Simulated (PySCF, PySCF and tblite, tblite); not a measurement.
# C₄H₁₁BN₂O: a path driven as rotation about a bond, and NMR exchange, part 3 of 3

PySCF and tblite. Atoms count from 0.

## 12. Shieldings, start: PBE0/cc-pVDZ

What the job is given:

```
{"job": {"kind": "nmr", "xc": "PBE0", "basis": "cc-pVDZ", "pop": false}, "charge": 0, "multiplicity": 1}
C     -1.732912    -0.985946    -1.990587
N     -0.715606    -0.745235    -0.998655
B     -0.497575     0.377588    -0.226131
C     -1.395538     1.689091    -0.304902
N      0.616328     0.368343     0.717089
C      1.506508    -0.629470     0.953434
C      2.544218    -0.296766     2.010093
O      1.489316    -1.700777     0.378669
H     -2.375261    -0.113030    -2.081899
H     -1.281797    -1.191875    -2.965537
H     -2.348754    -1.846011    -1.712313
H     -0.082908    -1.526262    -0.868265
H     -2.435988     1.472485    -0.071090
H     -1.066142     2.463924     0.383480
H     -1.381687     2.119692    -1.304157
H      0.759133     1.199094     1.272356
H      3.213559    -1.142189     2.139386
H      3.120512     0.574348     1.704470
H      2.054789    -0.077752     2.957097
```

Log:

```text
coarse grid: 15464 points
cycle   1  E = -368.1466709266  dE =  1.102e+00  |g| = 8.853e-01  |ddm| = 7.963e+00
cycle   2  E = -367.7590732178  dE =  3.876e-01  |g| = 1.652e+00  |ddm| = 3.260e+00
cycle   3  E = -368.2997824602  dE = -5.407e-01  |g| = 2.627e-01  |ddm| = 2.112e+00
cycle   4  E = -368.3149830523  dE = -1.520e-02  |g| = 6.169e-02  |ddm| = 4.418e-01
cycle   5  E = -368.3156766785  dE = -6.936e-04  |g| = 2.302e-02  |ddm| = 1.002e-01
cycle   6  E = -368.3157973673  dE = -1.207e-04  |g| = 3.901e-03  |ddm| = 3.828e-02
cycle   7  E = -368.3158005342  dE = -3.167e-06  |g| = 1.000e-03  |ddm| = 6.119e-03
final grid: 148328 points
cycle   8  E = -368.3273098688  dE = -2.155e-05  |g| = 1.354e-02  |ddm| = 6.826e-02
cycle   9  E = -368.3272397063  dE =  7.016e-05  |g| = 2.320e-02  |ddm| = 4.689e-02
cycle  10  E = -368.3273486378  dE = -1.089e-04  |g| = 3.410e-03  |ddm| = 2.901e-02
cycle  11  E = -368.3273511238  dE = -2.486e-06  |g| = 2.606e-04  |ddm| = 4.862e-03
cycle  12  E = -368.3273511349  dE = -1.112e-08  |g| = 1.558e-04  |ddm| = 5.742e-04
cycle  13  E = -368.3273511401  dE = -5.238e-09  |g| = 3.201e-05  |ddm| = 2.265e-04
cycle  14  E = -368.3273511404  dE = -2.351e-10  |g| = 8.605e-06  |ddm| = 5.746e-05
converged SCF energy = -368.3273511404

GIAO shielding tensors (ppm)
atom      isotropic    diamagn.    paramagn.     s11        s22        s33       span
  0 C      168.489     244.714     -76.225    149.263    159.697    196.508     47.244
  1 N      182.078     311.405    -129.327     92.992    212.804    240.438    147.446
  2 B       86.037     211.169    -125.132     54.667     89.481    113.962     59.296
  3 C      198.430     247.178     -48.748    194.154    196.865    204.272     10.118
  4 N      128.669     315.138    -186.470     -0.451    177.614    208.843    209.294
  5 C       30.404     252.816    -222.412    -50.870     33.451    108.631    159.501
  6 C      173.338     250.162     -76.825    144.376    170.402    205.235     60.859
  7 O      -75.375     404.385    -479.760   -379.538   -171.607    325.020    704.558
  8 H       28.990      30.425      -1.434     24.441     29.709     32.820      8.379
  9 H       28.923      28.556       0.367     24.179     26.932     35.657     11.478
 10 H       28.922      28.556       0.366     24.177     26.931     35.659     11.482
 11 H       25.192      35.963     -10.771     13.661     27.882     34.034     20.373
 12 H       31.352      31.278       0.073     27.201     29.639     37.214     10.013
 13 H       32.287      32.356      -0.069     28.071     30.896     37.894      9.822
 14 H       31.354      31.277       0.077     27.210     29.631     37.220     10.010
 15 H       26.676      36.561      -9.885     21.639     26.767     31.622      9.983
 16 H       30.248      27.055       3.193     26.563     28.744     35.435      8.872
 17 H       29.888      29.673       0.215     26.395     29.538     33.732      7.337
 18 H       29.890      29.677       0.213     26.393     29.543     33.734      7.341
```

Wall time 30 s (1 thread of Arm Neoverse V1, shared host); peak memory 0.8 GiB.

This run: HOMO -6.69 eV, LUMO 0.47 eV; dipole 2.19 D.

## 13. Single-point energy, saddle of leg 1: PBE0/cc-pVDZ

What the job is given:

```
{"job": {"kind": "sp", "xc": "PBE0", "basis": "cc-pVDZ", "pop": false}, "charge": 0, "multiplicity": 1}
C     -0.884072    -1.131907    -1.924456
N     -1.517568    -0.624495    -0.712958
B     -0.890833     0.484733    -0.011220
C     -1.662352     1.861878     0.121426
N      0.427188     0.416299     0.561710
C      1.222895    -0.688031     0.770824
C      2.544488    -0.361156     1.436584
O      0.898396    -1.811507     0.472389
H     -0.669441    -0.291267    -2.583585
H      0.048100    -1.678317    -1.736798
H     -1.581951    -1.799798    -2.431745
H     -1.718770    -1.407212    -0.102150
H     -2.649185     1.705389     0.549918
H     -1.147799     2.608151     0.722260
H     -1.832947     2.287631    -0.865259
H      0.817682     1.271977     0.934390
H      3.126537    -1.270788     1.552866
H      3.101903     0.349565     0.829489
H      2.367729     0.078855     2.416314
```

Log:

```text
coarse grid: 15464 points
cycle   1  E = -368.0932926817  dE =  1.069e+00  |g| = 9.151e-01  |ddm| = 7.913e+00
cycle   2  E = -367.6623735857  dE =  4.309e-01  |g| = 1.730e+00  |ddm| = 3.420e+00
cycle   3  E = -368.2593920251  dE = -5.970e-01  |g| = 2.639e-01  |ddm| = 2.228e+00
cycle   4  E = -368.2745009993  dE = -1.511e-02  |g| = 6.431e-02  |ddm| = 4.522e-01
cycle   5  E = -368.2752835339  dE = -7.825e-04  |g| = 2.049e-02  |ddm| = 1.022e-01
cycle   6  E = -368.2753769736  dE = -9.344e-05  |g| = 4.294e-03  |ddm| = 3.516e-02
cycle   7  E = -368.2753808491  dE = -3.875e-06  |g| = 1.077e-03  |ddm| = 6.607e-03
final grid: 148328 points
cycle   8  E = -368.2873783729  dE = -2.163e-05  |g| = 1.311e-02  |ddm| = 6.826e-02
cycle   9  E = -368.2873176395  dE =  6.073e-05  |g| = 2.188e-02  |ddm| = 4.609e-02
cycle  10  E = -368.2874145002  dE = -9.686e-05  |g| = 3.547e-03  |ddm| = 2.814e-02
cycle  11  E = -368.2874171359  dE = -2.636e-06  |g| = 2.411e-04  |ddm| = 4.951e-03
cycle  12  E = -368.2874171459  dE = -1.003e-08  |g| = 1.279e-04  |ddm| = 5.386e-04
cycle  13  E = -368.2874171495  dE = -3.555e-09  |g| = 2.577e-05  |ddm| = 2.003e-04
cycle  14  E = -368.2874171496  dE = -1.435e-10  |g| = 7.358e-06  |ddm| = 4.784e-05
converged SCF energy = -368.2874171496
```

It took 14 s on 1 thread of Arm Neoverse V1, shared host; peak memory 0.61 GiB.

In short: HOMO -5.83 eV, LUMO -0.39 eV; dipole 3.10 D.

## 14. Shieldings, end: PBE0/cc-pVDZ

What the job is given:

```
{"job": {"kind": "nmr", "xc": "PBE0", "basis": "cc-pVDZ", "pop": false}, "charge": 0, "multiplicity": 1}
C     -0.752375    -1.459863    -1.686596
N     -1.424493    -0.383772    -0.988078
B     -0.918088     0.527555    -0.079060
C     -1.814262     1.739892     0.436173
N      0.463296     0.486622     0.390876
C      1.248681    -0.581957     0.701130
C      2.643761    -0.192851     1.165596
O      0.881778    -1.734967     0.648269
H      0.287360    -1.189652    -1.858786
H     -0.763848    -2.382722    -1.102774
H     -1.234956    -1.634668    -2.649109
H     -2.412379    -0.356993    -1.189891
H     -2.824832     1.715008     0.037336
H     -1.893075     1.742930     1.521565
H     -1.379829     2.697377     0.153277
H      0.859615     1.376092     0.658871
H      3.239798    -1.089724     1.306479
H      3.123297     0.450735     0.430966
H      2.580576     0.341635     2.111658
```

Log:

```text
coarse grid: 15464 points
cycle   1  E = -368.1263108353  dE =  1.098e+00  |g| = 9.017e-01  |ddm| = 7.960e+00
cycle   2  E = -367.6969683291  dE =  4.293e-01  |g| = 1.719e+00  |ddm| = 3.426e+00
cycle   3  E = -368.2864471618  dE = -5.895e-01  |g| = 2.670e-01  |ddm| = 2.260e+00
cycle   4  E = -368.3020956864  dE = -1.565e-02  |g| = 6.724e-02  |ddm| = 4.607e-01
cycle   5  E = -368.3029346368  dE = -8.390e-04  |g| = 2.418e-02  |ddm| = 1.072e-01
cycle   6  E = -368.3030653217  dE = -1.307e-04  |g| = 4.227e-03  |ddm| = 3.967e-02
cycle   7  E = -368.3030690802  dE = -3.759e-06  |g| = 1.062e-03  |ddm| = 6.562e-03
final grid: 148328 points
cycle   8  E = -368.3161000802  dE = -2.254e-05  |g| = 1.341e-02  |ddm| = 6.732e-02
cycle   9  E = -368.3160330795  dE =  6.700e-05  |g| = 2.276e-02  |ddm| = 4.704e-02
cycle  10  E = -368.3161380777  dE = -1.050e-04  |g| = 3.484e-03  |ddm| = 2.896e-02
cycle  11  E = -368.3161406539  dE = -2.576e-06  |g| = 2.962e-04  |ddm| = 4.974e-03
cycle  12  E = -368.3161406688  dE = -1.488e-08  |g| = 1.611e-04  |ddm| = 6.128e-04
cycle  13  E = -368.3161406745  dE = -5.646e-09  |g| = 2.620e-05  |ddm| = 2.271e-04
cycle  14  E = -368.3161406746  dE = -1.480e-10  |g| = 8.829e-06  |ddm| = 5.355e-05
converged SCF energy = -368.3161406746

GIAO shielding tensors (ppm)
atom      isotropic    diamagn.    paramagn.     s11        s22        s33       span
  0 C      164.265     246.370     -82.104    146.606    156.821    189.369     42.763
  1 N      176.535     306.110    -129.575    102.756    208.735    218.114    115.358
  2 B       84.977     209.639    -124.662     54.120     83.333    117.478     63.358
  3 C      194.648     246.541     -51.892    185.451    191.666    206.828     21.377
  4 N      136.666     314.344    -177.678     21.294    174.599    214.104    192.810
  5 C       35.341     253.159    -217.818    -48.729     44.410    110.343    159.073
  6 C      173.412     250.418     -77.006    144.637    170.550    205.049     60.412
  7 O      -95.103     404.432    -499.535   -429.284   -175.213    319.188    748.472
  8 H       28.959      33.402      -4.442     25.249     28.717     32.911      7.662
  9 H       28.279      30.830      -2.551     24.233     26.572     34.031      9.798
 10 H       29.303      28.463       0.839     24.592     27.764     35.552     10.960
 11 H       28.400      31.737      -3.337     20.658     30.007     34.537     13.879
 12 H       31.929      30.464       1.465     27.603     30.476     37.707     10.104
 13 H       31.535      31.152       0.384     27.675     29.704     37.227      9.552
 14 H       31.730      31.091       0.640     27.986     29.849     37.355      9.370
 15 H       26.966      36.357      -9.392     21.754     27.719     31.424      9.670
 16 H       30.253      27.866       2.387     26.649     28.722     35.389      8.741
 17 H       29.817      30.638      -0.821     26.358     29.583     33.510      7.152
 18 H       29.806      29.595       0.211     26.338     29.332     33.748      7.410
```

Run time: 27 s. Hardware: 1 thread of Arm Neoverse V1, shared host; peak memory 0.8 GiB.

This run: HOMO -6.85 eV, LUMO 0.62 eV; dipole 2.44 D.

## 15. Second level: PBE0/cc-pVDZ + D3(BJ)

What the job is given:

```
{"job": {"smiles": "CNB(C)NC(C)=O", "charge": 0, "mult": 1, "motion": "rotation", "what": "aminoborane", "atoms": [2, 1], "drives": [{"terms": [["t", [3, 2, 1, 0], 0.25], ["t", [3, 2, 1, 11], 0.25], ["t", [4, 2, 1, 0], 0.25], ["t", [4, 2, 1, 11], 0.25]], "by": 180, "n": 12}], "flip": [2, 1], "study": "path", "level": {"kind": "nmr", "xc": "PBE0", "basis": "cc-pVDZ", "wide": true}, "fields": [80, 90, 250], "first": 1, "seed": 853, "kind": "pathvar"}, "charge": 0, "multiplicity": 1}
C     -1.732912    -0.985946    -1.990587
N     -0.715606    -0.745235    -0.998655
B     -0.497575     0.377588    -0.226131
C     -1.395538     1.689091    -0.304902
N      0.616328     0.368343     0.717089
C      1.506508    -0.629470     0.953434
C      2.544218    -0.296766     2.010093
O      1.489316    -1.700777     0.378669
H     -2.375261    -0.113030    -2.081899
H     -1.281797    -1.191875    -2.965537
H     -2.348754    -1.846011    -1.712313
H     -0.082908    -1.526262    -0.868265
H     -2.435988     1.472485    -0.071090
H     -1.066142     2.463924     0.383480
H     -1.381687     2.119692    -1.304157
H      0.759133     1.199094     1.272356
H      3.213559    -1.142189     2.139386
H      3.120512     0.574348     1.704470
H      2.054789    -0.077752     2.957097
```

Log:

```text
stationary points (kcal/mol above the start)
  n  kind          group   xTB      DFT    lowest mode
  0  minimum      Cs       0.00     0.00      68.1
  1  saddle       C1      22.55    24.82    -258.8
  2  minimum      C1       5.94     6.80      47.5

GFN2-xTB energies: T/K, barrier G, reaction G (kcal/mol), k forward, k back (1/s)
 150.00    21.26     5.71   6.53e-19   6.81e-11
 200.00    21.32     5.69   4.25e-11   3.54e-05
 250.00    21.38     5.68   2.14e-06     0.0979
 298.15    21.44     5.66    0.00238       16.7
 350.00    21.52     5.64      0.531        881
 400.00    21.60     5.62       26.2   1.54e+04
 500.00    21.78     5.58   6.26e+03   8.64e+05

PBE0/pcSseg-1 + D3(BJ) energies: T/K, barrier G, reaction G (kcal/mol), k forward, k back (1/s)
 150.00    24.07     6.44   5.25e-23   6.34e-14
 200.00    24.13     6.42   3.61e-14   1.88e-07
 250.00    24.19     6.41   7.47e-09    0.00149
 298.15    24.25     6.39   2.07e-05      0.498
 350.00    24.33     6.37    0.00933       44.2
 400.00    24.42     6.35      0.763   1.12e+03
 500.00    24.60     6.31        370   1.06e+05

PBE0/cc-pVDZ + D3(BJ) energies: T/K, barrier G, reaction G (kcal/mol), k forward, k back (1/s)
 150.00    23.53     6.58   3.23e-22   6.18e-13
 200.00    23.59     6.56   1.41e-13   1.04e-06
 250.00    23.65     6.54   2.22e-08    0.00583
 298.15    23.71     6.53   5.16e-05       1.57
 350.00    23.79     6.51     0.0203        117
 400.00    23.87     6.49       1.51   2.64e+03
 500.00    24.05     6.45        638   2.11e+05
```

It took 3.6 min on 1 thread of Arm Neoverse V1, shared host; peak memory 0.91 GiB. This counts the runs that the step sums up.

Barriers by level (kcal/mol; entropies in cal/(mol K)). Zero-point and thermal terms come from xTB in every row. ΔG‡ leaves symmetry out; the rate counts equivalent paths (a factor of 2); effective ΔG‡, where given, is the barrier that would give that rate by Eyring's equation alone:

| level | ΔE‡ | with zero-point | ΔH‡ | ΔS‡ | ΔG‡ (298 K) | ΔE of reaction | k at 298 K (1/s) | effective ΔG‡ |
| --- | --- | --- | --- | --- | --- | --- | --- | --- |
| GFN2-xTB | 22.55 | 21.18 | 20.95 | -1.7 | 21.44 | 5.94 | 0.0024 | 21.03 |
| PBE0/pcSseg-1 + D3(BJ) | 25.36 | 23.99 | 23.76 | -1.7 | 24.25 | 6.67 | 2.1e-05 | 23.84 |
| PBE0/cc-pVDZ + D3(BJ) | 24.82 | 23.45 | 23.22 | -1.7 | 23.71 | 6.80 | 5.2e-05 | 23.30 |

## 16. Outcome

This closing draws on all 3 parts.

| quantity | value |
| --- | --- |
| barrier (PBE0/pcSseg-1 + D3(BJ)) | ΔE‡ 25.4, ΔG‡(298 K) 24.2 kcal/mol |
| barrier (GFN2-xTB) | ΔE‡ 22.6 kcal/mol |
| rate at 298 K | 2.1e-05 s⁻¹ |
| end of the path | 6.7 kcal/mol from the start |

**Reading.** The barrier is 25.4 kcal/mol at the DFT level (xTB: 22.6); with thermal terms and the count of paths the DFT value gives a rate of 2.1e-05 s⁻¹ at 298 K. An error of 1.4 kcal/mol changes that rate tenfold. It was not proven that each saddle links the two ends. PBE0/cc-pVDZ + D3(BJ) moves the barrier from 25.4 to 24.8 kcal/mol.
